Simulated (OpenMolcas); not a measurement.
# Ag⁵⁺ among point charges: CASSCF and CASPT2 levels and susceptibility

Aim: the splitting of the states of Ag⁵⁺ in the field of 8 point charges, its lowest levels with spin-orbit coupling and its magnetic susceptibility.

Program: OpenMolcas 26.06. Level of theory: state-averaged CASSCF and CASPT2, spin-orbit coupling by RASSI with atomic mean-field integrals. These are calculated values, not measurements, unless marked.

**1. The atom as given**

| Property | Result |
| --- | --- |
| Species | Ag⁵⁺ (silver, Z = 47, 42 electrons) |
| Basis | ANO-RCC-VDZP [6s5p3d1f], 43 functions |
| Scalar Hamiltonian | DKH2, point nucleus |
| Inactive shells | 1s 2s 2p 3s 3p 3d 4s 4p |
| Active space | 6 electrons in 5 orbitals (4d) |
| Some configurations of this space | 4d⁶ |
| Orbitals | optimised for each spin and parity, averaged over all roots |

The outer shells:

4d6
```
4d [↑↓][↑ ][↑ ][↑ ][↑ ]
```

The ion sits among 8 point charges of -1.2 e arranged as a cube (Oh), 2.37 Å from the ion.

The work runs as a chain of OpenMolcas steps in one folder; each step below is one input file. Labels, J, g values, rates, χT and fits are worked out afterwards by a script from the matrices that RASSI stores. The input lists half of the charges; inversion (Group=XYZ) makes the rest.

**2. One- and two-electron integrals**

Contents of a.inp:

```
&GATEWAY
Coord
1

Ag 0.0 0.0 0.0
Basis=ANO-RCC-VDZP
Group=XYZ
NoMove
AngMom=0.0 0.0 0.0
AMFI
XField
4 Angstrom 0
1.368320 1.368320 1.368320 -1.200000
1.368320 1.368320 -1.368320 -1.200000
1.368320 -1.368320 1.368320 -1.200000
1.368320 -1.368320 -1.368320 -1.200000
&SEWARD
```

Launch:

```sh
OMP_NUM_THREADS=1 MOLCAS_MEM=1689 MOLCAS_PROJECT=a pymolcas a.inp > a.log
```

**3. Reference wave functions, quintets of even parity, 5 roots**

Contents of a.inp:

```
&RASSCF
FileOrb=start.orb
Symmetry=1
Spin=5
nActEl=6 0 0
Inactive=9 9
Ras2=5 0
CIRoot=5 5 1
SDav=5
CIMx=300
Iter=120 100
PrWF=0.3
OrbListing=Nothing
MaxOrb=0
>>> COPY $Project.JobIph JOB001
```

start.orb holds the contracted functions of the basis, ordered by shell, or the orbitals of the step before.

**4. CASSCF: triplets of even parity, 45 roots**

Contents of a.inp:

```
&RASSCF
FileOrb=start.orb
Symmetry=1
Spin=3
nActEl=6 0 0
Inactive=9 9
Ras2=5 0
CIRoot=45 45 1
SDav=45
CIMx=300
Iter=120 100
PrWF=0.3
OrbListing=Nothing
MaxOrb=0
>>> COPY $Project.JobIph JOB002
```

**5. CASSCF: singlets of even parity, 50 roots**

Contents of a.inp:

```
&RASSCF
FileOrb=start.orb
Symmetry=1
Spin=1
nActEl=6 0 0
Inactive=9 9
Ras2=5 0
CIRoot=50 50 1
SDav=50
CIMx=300
Iter=120 100
PrWF=0.3
OrbListing=Nothing
MaxOrb=0
>>> COPY $Project.JobIph JOB003
```

**6. State interaction with spin-orbit coupling**

Contents of a.inp:

```
&RASSI
NrOfJobIphs=3 5 45 50
1 2 3 4 5
1 2 3 4 5 6 7 8 9 10 11 12 13 14 15 16 17 18 19 20 21 22 23 24 25 26 27
28 29 30 31 32 33 34 35 36 37 38 39 40 41 42 43 44 45
1 2 3 4 5 6 7 8 9 10 11 12 13 14 15 16 17 18 19 20 21 22 23 24 25 26 27
28 29 30 31 32 33 34 35 36 37 38 39 40 41 42 43 44 45 46 47 48 49 50
IphNames
JOB001
JOB002
JOB003
EJob
SpinOrbit
DIPRint=1.0
SOCoupling=1000.0
Subsets=2
Property=9
'ANGMOM' 1 'ANGMOM' 2 'ANGMOM' 3 'MLTPL  1' 1 'MLTPL  1' 2 'MLTPL  1' 3
'AMFI' 1 'AMFI' 2 'AMFI' 3
SOProperty=3
'ANGMOM' 1 'ANGMOM' 2 'ANGMOM' 3
```

**7. CASPT2: IPEA 0.25, imaginary shift 0.1 (closed shells correlated: 4s 4p)**

Contents of a.inp:

```
>>> COPY JOB001 $Project.JobIph
&CASPT2
Multistate=5 1 2 3 4 5
NoMult
Frozen=8 6
IPEA=0.25
Imaginary=0.1
MaxIter=60
WThr=0.0 0.3 0.05
PrWF=0.5
NoMix
>>> COPY JOB002 $Project.JobIph
&CASPT2
Multistate=45 1 2 3 4 5 6 7 8 9 10 11 12 13 14 15 16 17 18 19 20 21 22
23 24 25 26 27 28 29 30 31 32 33 34 35 36 37 38 39 40 41 42 43 44 45
NoMult
Frozen=8 6
IPEA=0.25
Imaginary=0.1
MaxIter=60
WThr=0.0 0.3 0.05
PrWF=0.5
NoMix
>>> COPY JOB003 $Project.JobIph
&CASPT2
Multistate=50 1 2 3 4 5 6 7 8 9 10 11 12 13 14 15 16 17 18 19 20 21 22
23 24 25 26 27 28 29 30 31 32 33 34 35 36 37 38 39 40 41 42 43 44 45 46
47 48 49 50
NoMult
Frozen=8 6
IPEA=0.25
Imaginary=0.1
MaxIter=60
WThr=0.0 0.3 0.05
PrWF=0.5
NoMix
```

(Steps that only read results are left out.)

Q: Predict the outcome of this session. Wanted: spin-free ground state; first state of the same spin within the active space; lowest level; next level.

**Answer**, as computed:

| quantity | value |
| --- | --- |
| method | SS-CASPT2, IPEA 0.25, imaginary shift 0.1 (closed shells correlated: 4s 4p) |
| spin-free ground state | 5E, 2-fold in its orbital part |
| first state of the same spin within the active space | 5T2 at 1220 cm⁻¹ |
| lowest level | 1-fold A1 |
| next level | 92.3 cm⁻¹ |
| χT at 300 K | 5.34 cm³ K/mol |
| effective moment at 300 K | 6.54 μB |

Cost by method:

```
                                              method  time of its own steps  time with the reference
                                           A. CASSCF                   25 s                     25 s
B. SS-CASPT2, IPEA 0.25, imaginary shift 0.1, +4s 4p                  6.1 s                     31 s
```

Times are of one thread on a shared host.

In words: The spin-free ground state (5E) comes to 100 % from free-ion D terms and keeps the highest spin of the shell. χT at 300 K is 5.34, against 3.01 cm³ K/mol for the spin alone, so orbital moment adds to it. An active space of the d shell alone favours high spin; real ions in strong fields can be low spin. CASPT2 does not keep the components of a term degenerate, and the means are used. An orbital doublet at a regular site is open to a Jahn-Teller distortion, which this geometry leaves out. The field of point charges can differ much from that of real complexes. With metal d orbitals alone active, the gaps between spin states are rough; where two lie within a few thousand cm-1, their order is open. Point charges carry no covalency, so the field is a model and not that of real ligands.
